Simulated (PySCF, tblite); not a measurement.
# C₅H₈BF₃+ (doublet): geometry, infrared bands and EPR parameters

What infrared bands and EPR parameters should C₅H₈BF₃+ (doublet) (`CBC[CH+][CH]C(F)(F)F`) show?

The runs use tblite 0.8.0 and PySCF 2.14.0, with density-fitted response routines of our own; the level of theory stands in each step. All values are computed, except where a source is named. Atoms are numbered from 0 throughout.

## Step 1: The molecule as given

17 atoms, charge 1, multiplicity 2; geometry from: force field or distance geometry start.

Bonds of the start (Å): C0–B1 1.60, B1–C2 1.58, C2–C3 1.51, C3–C4 1.48, C4–C5 1.50, C5–F6 1.38, C5–F7 1.39, C5–F8 1.38, C0–H9 1.12, C0–H10 1.11, C0–H11 1.10, B1–H12 1.20, C2–H13 1.11, C2–H14 1.08, C3–H15 1.13, C4–H16 1.11.

## Step 2: Optimising the geometry with GFN2-xTB

What the job is given:

```
{"job": {"kind": "relax", "xc": "GFN2-xTB", "basis": "xTB"}, "charge": 1, "multiplicity": 2}
C      2.310400     0.703400     0.209900
B      1.923000    -0.733600    -0.389000
C      0.453100    -1.307100    -0.265700
C     -0.443100    -0.318200     0.432200
C     -1.192600     0.724900    -0.304800
C     -2.670400     0.681000    -0.064200
F     -3.242600    -0.558200    -0.286800
F     -3.258700     1.560600    -0.965200
F     -2.930900     1.105600     1.224700
H      2.099800     0.675700     1.307700
H      1.731500     1.510800    -0.283200
H      3.381800     0.817600    -0.006600
H      2.810200    -1.545300    -0.337300
H      0.066400    -1.379500    -1.301500
H      0.495900    -2.234900     0.279900
H     -0.556000    -0.370600     1.551000
H     -0.984800     0.679900    -1.394200
```

The run is started by

```sh
> OMP_NUM_THREADS=1 python probes_run.py task.json out
```

The driver reads the jobs from task.json and runs them one after another.

**Question.** This job is followed by: GFN2-xTB harmonic vibrations, gas phase; UKS B3LYP, pcH-1 on B C F H, non-relativistic, mean-field spin-orbit, GIAO. Predict these results of the whole session: strongest single infrared mode (GFN2-xTB); zero-point energy (GFN2-xTB); g(iso) (B3LYP); ⟨S²⟩; largest a(iso) (averaged by class).

**Answer**, as computed:

| quantity | value |
| --- | --- |
| strongest single infrared mode (GFN2-xTB) | 1150 cm⁻¹, 376 km/mol |
| zero-point energy (GFN2-xTB) | 73.0 kcal/mol |
| g(iso) (B3LYP) | 2.00289 |
| ⟨S²⟩ | 0.757 (exact 0.75) |
| largest a(iso) (averaged by class) | 1H on H12, 177.8 MHz |

Relaxing lowered the energy by 1.775 eV in 131 steps; the close pair that moved most is C3–C4, from 1.481 to 1.346 Å. No mode is imaginary among the 45: a minimum at this level. The strongest single mode, at 1150 cm⁻¹, moves mainly C5. GFN2-xTB is a fitted tight-binding method: band positions and strengths are rough. Its intensities can rank the bands wrongly. C4 carries the largest spin population, 0.52 e. The isotropic g lies 0.6 ppt above the free-electron value. These values are for one conformer; the search (at its own cheap level) found 2 more, at 0.06, 0.20 kcal/mol, and measured spectra average over such forms.
